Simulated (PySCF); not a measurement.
# [InH2]-: singlet, from a linear start

Where does singlet [InH2]- go from a linear start, is the end point a minimum, and what are its modes, charges and moments?

Computed with PySCF 2.14.0. Level: PBE0, basis In def2-TZVPD with ECP28, H def2-TZVPD, scalar-relativistic core potentials, no spin–orbit coupling, density fitting.

## (1) The system as given

3 atoms, charge -1, spin multiplicity 1.

Bond lengths: In1–H2 1.740 Å, In1–H3 1.740 Å. Angles: H2–In1–H3 180.0°.

Z-matrix (Å, degrees; charge -1 multiplicity 1):
```
In
H  1 1.7400
H  1 1.7400 2 180.00
```

## (2) The SCF at the typed geometry

The steps below are one call of a driver around PySCF. For each, scf.py gives the equivalent set-up of the SCF; relaxations use the driver's own optimiser. After this first run the driver tries any further starts and a stability analysis.

scf.py reads:

```python
from pyscf import gto, scf, dft
mol = gto.M(atom='''
In     0.000000     0.000000     0.000000
H      0.000000     0.000000     1.740000
H      0.000000     0.000000    -1.740000''',
    basis={'In': 'def2-TZVPD', 'H': 'def2-TZVPD'},
    ecp={'In': 'def2-TZVPD'},
    charge=-1, spin=0)
mf = dft.RKS(mol, xc='PBE0')
mf.grids.atom_grid = (50, 194)
aux = {'In': 'def2-universal-JKFIT', 'H': 'def2-universal-JKFIT'}
mf = mf.density_fit(auxbasis=aux)
mf.conv_tol = 1e-08
mf.diis_space = 10
mf.max_cycle = 60
mf.init_guess = 'minao'
mf.verbose = 4
mf.kernel()
```

Run with:

```
$ OMP_NUM_THREADS=2 python axn.py task.json out
```

Further steps of the session: Relaxation: linear start, singlet; Hessian and properties; Leaving the saddle point; Hessian and properties.

**Question.** What will these runs give? Wanted: minimum; geometry; wavenumbers; dipole moment; highest occupied, lowest empty level; polar-tensor charge of In1; zero-point energy.

As calculated:

```
                            quantity                            value
                             minimum                     singlet, C2v
                            geometry  In–H 1.887 Å (×2); H–In–H 92.7°
                  wavenumbers (cm⁻¹)   670 (a1), 1271 (a1), 1275 (b2)
      dipole moment (centre of mass)                           1.30 D
highest occupied, lowest empty level                    0.15, 2.99 eV
          polar-tensor charge of In1                          +0.08 e
                   zero-point energy                      19.2 kJ/mol
                 entropy at 298.15 K                  231.4 J/(mol K)
```

In words: The linear start (D∞h) ends in a minimum of C2v symmetry, after a stop at a saddle point 198.9 kJ/mol higher, from which it was pushed off along an imaginary mode. The strongest infrared band lies at 1271 cm⁻¹ (a1, stretch). Only this shape and spin were tried, so other structures or states may lie lower. A highest occupied level above zero is common for anions with such functionals; it warns that the extra electron is poorly described.
